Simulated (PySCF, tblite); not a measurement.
# C4H12ClFSi3: geometry, infrared bands and NMR shifts

Wanted: the infrared bands and NMR shifts of C4H12ClFSi3 (`F/C(=C\[SiH3])[Si@H](Cl)CC[SiH3]`), by calculation.

Computed with tblite 0.8.0 and PySCF 2.14.0, with density-fitted response routines of our own, on a single molecule in the gas phase. Atoms count from 0, in the outputs and in this text.

## (1) The starting structure

21 atoms, charge 0, multiplicity 1; geometry from: force field or distance geometry start.

Bonds of the start (Å): F0–C1 1.37, C1–C2 1.35, C2–Si3 1.84, C1–Si4 1.81, Si4–Cl5 2.11, Si4–C6 1.88, C6–C7 1.51, C7–Si8 1.85, C2–H9 1.08, Si3–H10 1.47, Si3–H11 1.48, Si3–H12 1.45, Si4–H13 1.47, C6–H14 1.10, C6–H15 1.12, C7–H16 1.11, C7–H17 1.12, Si8–H18 1.49, Si8–H19 1.47, Si8–H20 1.46.

## (2) Optimising the geometry with GFN2-xTB

What the job is given:

```
{"job": {"kind": "relax", "xc": "GFN2-xTB", "basis": "xTB"}, "charge": 0, "multiplicity": 1}
F      1.874200    -0.100900     1.513900
C      1.743500    -0.057900     0.152500
C      2.855600     0.170000    -0.573800
Si     4.493800     0.454200     0.210700
Si     0.169800    -0.320300    -0.712300
Cl     0.049300     0.812300    -2.490000
C     -1.242200     0.323400     0.355600
C     -2.474700    -0.289500    -0.255400
Si    -4.045500     0.168000     0.614400
H      2.719300     0.195200    -1.647100
H      4.354400     1.658300     1.039200
H      4.752100    -0.700000     1.104300
H      5.567200     0.590000    -0.758700
H     -0.081900    -1.742400    -1.002100
H     -1.264600     1.423700     0.289200
H     -1.092400     0.017500     1.421500
H     -2.545700     0.093600    -1.295400
H     -2.331500    -1.397300    -0.320100
H     -4.690600     1.256700    -0.173300
H     -4.960400    -0.974200     0.524600
H     -3.858500     0.591300     2.001900
```

On the command line:

```sh
$ OMP_NUM_THREADS=1 python probes_run.py task.json out
```

The driver reads the jobs from task.json and runs them one after another.

**Question.** This job is followed by: GFN2-xTB harmonic vibrations, gas phase; GIAO PBE0/pcSseg-1 NMR shielding, non-relativistic, gas phase. What will the session give for the following? strongest single infrared mode (GFN2-xTB); zero-point energy (GFN2-xTB); ¹³C shifts against TMS (PBE0/pcSseg-1); ¹H shifts against TMS (PBE0/pcSseg-1, means over atoms taken as alike); ¹⁹F shifts against CFCl3 (PBE0/pcSseg-1); ²⁹Si shifts against TMS (PBE0/pcSseg-1); ³⁵Cl shifts against HCl (PBE0/pcSseg-1).

**Answer**, as computed:

```
                                                              quantity                                               value
                             strongest single infrared mode (GFN2-xTB)                                787 cm⁻¹, 902 km/mol
                                          zero-point energy (GFN2-xTB)                                       85.6 kcal/mol
                                ¹³C shifts against TMS (PBE0/pcSseg-1)                         188.2, 119.4, 17.2, 3.5 ppm
¹H shifts against TMS (PBE0/pcSseg-1, means over atoms taken as alike)  6.05, 5.19, 4.23, 3.92, 1.10, 1.02, 0.90, 0.63 ppm
                              ¹⁹F shifts against CFCl3 (PBE0/pcSseg-1)                                           -82.4 ppm
                               ²⁹Si shifts against TMS (PBE0/pcSseg-1)                              -9.4, -65.6, -91.1 ppm
                               ³⁵Cl shifts against HCl (PBE0/pcSseg-1)                                             -48 ppm
```

**Reading.** Relaxing lowered the energy by 0.580 eV in 173 steps; the close pair that moved most is Si4–Cl5, from 2.111 to 2.024 Å. The lowest mode is imaginary (26i cm⁻¹), so the xTB geometry is not a minimum. Unscaled tight-binding wavenumbers are off by several per cent, some by more. Its intensities can rank the bands wrongly. The most deshielded hydrogen is H9 (hydrogen on an alkene CH), at 6.05 ppm: attached to an sp2 carbon and in the plane of the double bond. At PBE0/pcSseg-1: The widest tensor belongs to F0: span 286 ppm, with a paramagnetic part of -224 ppm.
